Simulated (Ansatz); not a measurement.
# CH5ClGeNO radical: a ladder of functionals and wavefunction methods

An exercise on one series of results from a longer session: the logs are not shown, and one member is left open.

Program: Ansatz 0.2.0, Gaussian basis. Level of theory: functionals in def2-TZVPP, the program's frozen cores in correlated methods. These are calculated values, not measurements.

Levels to be run: PBE-D4, r2SCAN-D4, PBE0-D4, B3LYP-D4, ωB97X-V, ωB97M-V, B2PLYP; CCSD(T)/def2-TZVPP; MP2/def2-QZVPP; extrapolation to the limit.

## The geometry

All runs share one geometry, relaxed beforehand with PBE0-D4 in a triple-zeta def2 set.

SMILES `C[O][Ge]([NH2])[Cl]`, 10 atoms, charge 0, spin multiplicity 2.

Atoms are counted from 1 here; the program's logs count them from 0.

Bond lengths: C1–O2 1.411 Å, C1–H6 1.095 Å, C1–H7 1.096 Å, C1–H8 1.092 Å, O2–Ge3 1.775 Å, Ge3–N4 1.833 Å, Ge3–Cl5 2.185 Å, N4–H9 1.013 Å, N4–H10 1.011 Å. Angles: O2–C1–H6 111.9°, O2–C1–H7 111.8°, O2–C1–H8 107.4°, H6–C1–H7 108.7°, H6–C1–H8 108.5°, H7–C1–H8 108.3°, C1–O2–Ge3 121.7°, O2–Ge3–N4 101.5°, O2–Ge3–Cl5 109.2°, N4–Ge3–Cl5 107.7°, Ge3–N4–H9 113.1°, Ge3–N4–H10 115.0°, H9–N4–H10 109.8°.

Set-up of the first run:

in.yaml reads:

```yaml
crystal:
  periodic: [false, false, false]
  atoms:
    - {symbol: C, position_ang: [0.630227, -1.608679, 0.728623]}
    - {symbol: O, position_ang: [-0.121848, -0.775173, -0.125419]}
    - {symbol: Ge, position_ang: [-0.438021, 0.925454, 0.270979]}
    - {symbol: N, position_ang: [-0.999089, 1.579726, -1.346911]}
    - {symbol: Cl, position_ang: [1.448084, 1.910083, 0.767854]}
    - {symbol: H, position_ang: [1.591034, -1.157314, 0.997281]}
    - {symbol: H, position_ang: [0.084431, -1.848097, 1.647988]}
    - {symbol: H, position_ang: [0.821969, -2.539982, 0.191606]}
    - {symbol: H, position_ang: [-1.677539, 0.982139, -1.803518]}
    - {symbol: H, position_ang: [-1.339237, 2.531853, -1.328483]}
basis:
  gaussian: {orbitals: def2-TZVPP}
magnetization: {spin_polarized: true, initial_magnetization: 1}
hamiltonian: {xc: pbe, dispersion: d4}
output: {forces: true, orbitals: {seedname: orbitals}}
```

Launch:

```console
ansatz run in.yaml --threads 2 --pin off --events-out ev --progress --plain --max-ram 22528MiB --backend cpu
```

Steps of the session up to this table: PBE-D4 (GGA); r2SCAN-D4 (meta-GGA); PBE0-D4 (hybrid); B3LYP-D4 (hybrid); ωB97X-V (range-separated); ωB97M-V (range-separated); B2PLYP (double hybrid); CCSD(T) in def2-TZVPP; MP2 in def2-QZVPP.

One of the session's tables, all rows but one given; the rest of the session is left out.

It belongs to the step «Atomisation energies». 

| method | atomisation energy (kJ/mol) |
| --- | --- |
| PBE-D4 | 3515.1 |
| r2SCAN-D4 | 3439.8 |
| PBE0-D4 | 3421.4 |
| B3LYP-D4 | 3421.1 |
| ωB97X-V | 3436.3 |
| ωB97M-V | 3426.1 |
| B2PLYP | ? |
| HF/def2-TZVPP | 2337.5 |
| MP2/def2-TZVPP | 3391.7 |
| CCSD/def2-TZVPP | 3259.0 |
| CCSD(T)/def2-TZVPP | 3323.2 |
| MP2/CBS | 3488.4 |
| CCSD(T)/CBS | 3420.0 |

Q: Estimate the row for B2PLYP from the others.

The run gave: atomisation energy (kJ/mol): 3381.3. In the column «atomisation energy (kJ/mol)» it lies between CCSD(T)/def2-TZVPP (3323.2) and MP2/def2-TZVPP (3391.7).

Caveats from the session: Free atoms (1 C, 1 O, 1 Ge, 1 N, 1 Cl, 5 H) were run apart at each level; the atomisation energy is their sum less the molecule, without zero-point or spin-orbit terms.
